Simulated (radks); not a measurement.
**Tc³⁺ in [Kr] 4d4: an all-electron calculation**

An exercise on one series of results from a longer session: the logs are not shown, and one member is left open.

Method: Dirac Kohn-Sham, BLYP, spin-unpolarised, spherical densities, point nucleus; open shells are shared between the two j in proportion to 2j + 1. Code: radks (a radial shooting solver on a logarithmic mesh, Libxc functionals) version 1.

## What is computed

- element: technetium (Z = 43)
- charge: +3
- electrons: 40
- configuration: [Kr] 4d4

Outer shells as boxes (Hund's rule):

Tc³⁺
```
[Kr] core
4d [↑ ][↑ ][↑ ][↑ ][  ]
```

Set-up of the first run:

Settings of this run:

```text
Z 43
configuration [Kr] 4d4 5s0 5p0
relativity Dirac
functional b88,lyp
spin unpolarised
j_filling average
nucleus point
c 137.035999084
```

Command:

```console
python run_ks.py task.json out
```

All runs below come from this command, one after another.

One of the session's tables, all rows but one given; the rest of the session is left out.

It belongs to the step «Shells». Radial moments (bohr):

| level | <r> | outermost maximum (interpolated) | 90 % within | nodes |
| --- | --- | --- | --- | --- |
| 1s1/2 | ? | ? | ? | ? |
| 2s1/2 | 0.1492 | 0.126 | 0.231 | 1 |
| 2p1/2 | 0.1271 | 0.0981 | 0.208 | 0 |
| 2p3/2 | 0.1318 | 0.102 | 0.214 | 0 |
| 3s1/2 | 0.4153 | 0.372 | 0.614 | 2 |
| 3p1/2 | 0.4091 | 0.359 | 0.619 | 1 |
| 3p3/2 | 0.4197 | 0.369 | 0.634 | 1 |
| 3d3/2 | 0.3970 | 0.310 | 0.634 | 0 |
| 3d5/2 | 0.4004 | 0.312 | 0.639 | 0 |
| 4s1/2 | 1.051 | 0.947 | 1.53 | 3 |
| 4p1/2 | 1.138 | 1.00 | 1.68 | 2 |
| 4p3/2 | 1.166 | 1.03 | 1.72 | 2 |
| 4d3/2 | 1.518 | 1.23 | 2.35 | 1 |
| 4d5/2 | 1.531 | 1.24 | 2.37 | 1 |
| 5s1/2 | 2.620 | 2.39 | 3.74 | 4 |
| 5p1/2 | 2.994 | 2.73 | 4.29 | 3 |
| 5p3/2 | 3.049 | 2.79 | 4.36 | 3 |

**Question.** Estimate the row for 1s1/2.

As computed: <r>: 0.03428; outermost maximum (interpolated): 0.0223; 90 % within: 0.0614; nodes: 0. In the column «<r>» it is the lowest.

Limits of these values: Spin polarisation and multiplet splitting are left out.
